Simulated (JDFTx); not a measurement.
# Be in JDFTx: tuning start

Be:

```xyz
2
Lattice="2.2853 0.0000 0.0000 -1.1426 1.9791 0.0000 0.0000 0.0000 3.5842" Properties=species:S:1:pos:R:3 pbc="T T T"
Be    1.1861    0.6698    2.6888
Be   -0.0251    1.2998    0.9267
```

The cell isn't the ideal one: atoms moved at random, drawn with an rms of 0.05 Å.

* Program: JDFTx 1.7.0 (patched build)
* Task: tuning run
* Functional: PBE
* Potentials or basis: PseudoDojo-SR-PBE-0.5-standard with smoothed tails
* Cutoff: 1197 eV
* Density cutoff: 9578 eV
* k mesh: 10 × 10 × 6
* Occupations: fermi-dirac, width 0.05 eV
* Spin: no spin polarisation

These are the settings of the first run; the series varies start, with any setting tied to it.

Hardware: 4 threads of Arm Neoverse N1.

```tsv
start	energy less the last converged row (meV/atom)	SCF cycles	wall time (s)	peak memory (GiB)
lcao	0.00	9	120	0.21
random	0.00	12	140	0.21
0	0.00	8	99	0.21
3	0.00	9	120	0.21
50	0.00	9	120	0.21
```

Fastest here: 0 (99 s); slowest of those that converged: random (140 s). These are single runs, one after another on one machine, so differences under about a fifth mean little.
